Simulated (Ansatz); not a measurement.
Predict the output of the script below (Ansatz 0.2.0 through its Python package).

`opt.py`:
```python
"""Minimum-energy structure of ClF2H3OSi2."""

import ansatz as az
import numpy as np


def main() -> None:
    geometry_ang = [
        ("F", (-1.916, -1.2747, 0.3079)),
        ("Si", (-0.9158, -0.8449, -0.8442)),
        ("F", (0.0616, -2.0565, -1.1107)),
        ("Cl", (-1.811, -0.3455, -2.5739)),
        ("O", (-0.0621, 0.4802, -0.3981)),
        ("Si", (0.9383, 0.9073, 0.8599)),
        ("H", (1.4152, 2.2957, 0.6966)),
        ("H", (2.1576, 0.0135, 0.8548)),
        ("H", (0.2208, 0.7786, 2.1906)),
    ]
    system = az.Crystal.molecule()
    for symbol, xyz in geometry_ang:
        system = system.atom(symbol, xyz)

    job = system.calculation().basis(gaussian="def2-SVP").functional("pbe0", dispersion="d4")
    symbols = [site.symbol for site in system.cartesian_sites]
    start = np.array([site.position_ang for site in system.cartesian_sites], dtype=float)
    rep = job.relax(force_tolerance=0.02).run(threads=1, pin="off").report
    end = np.array(rep["positions_ang"])

    print(f"E = {rep['free_energy_ev']:.6f} eV = {rep['free_energy_ev'] / 27.211386246:.7f} Ha")
    print("converged:", rep["converged"], " doubts:", rep["published_state_doubts"] or "none")

    print("bond        before    after (A)")
    for i, j in [(0, 1), (1, 2), (1, 3), (1, 4), (4, 5), (5, 6), (5, 7), (5, 8)]:
        d0, d1 = (np.linalg.norm(xyz[i] - xyz[j]) for xyz in (start, end))
        print(f"{symbols[i]}{i}-{symbols[j]}{j}".ljust(10), f"{d0:8.4f} {d1:8.4f}")
    with open("clf2h3osi2_opt.xyz", "w") as handle:
        handle.write(f"{len(symbols)}\nrelaxed ClF2H3OSi2\n")
        handle.writelines(f"{s:2s} {x:11.6f} {y:11.6f} {z:11.6f}\n" for s, (x, y, z) in zip(symbols, end))


if __name__ == "__main__":
    main()
```

Output of `python opt.py`:
```text
E = -35781.741267 eV = -1314.9547378 Ha
converged: True  doubts: none
bond        before    after (A)
F0-Si1       1.5851   1.6001
Si1-F2       1.5793   1.6001
Si1-Cl3      2.0106   2.0224
Si1-O4       1.6382   1.6062
O4-Si5       1.6631   1.6696
Si5-H6       1.4771   1.4875
Si5-H7       1.5118   1.4896
Si5-H8       1.5173   1.4896
```

`clf2h3osi2_opt.xyz`, as written:
```text
9
relaxed ClF2H3OSi2
F    -2.070076   -1.366832    0.136479
Si   -0.926331   -0.883405   -0.872660
F    -0.051887   -2.174656   -1.230727
Cl   -1.794283   -0.189473   -2.562410
O    -0.011566    0.246667   -0.189944
Si    1.015157    0.930584    0.935023
H     1.282789    2.331224    0.511712
H     2.283098    0.150099    0.981924
H     0.361700    0.909492    2.273503
```

Reading the output:
- Total energies depend on the basis set; only differences at equal settings carry meaning.
- The end point is the stationary point reached from this start; no frequency run checks that it is a minimum, and the basis set is modest.
- The whole script took 57 s on 1 thread of Arm Neoverse V1, on a shared host, peak memory 0.34 GiB.

(Lines on the test bed's own set-up are left out of the output.)
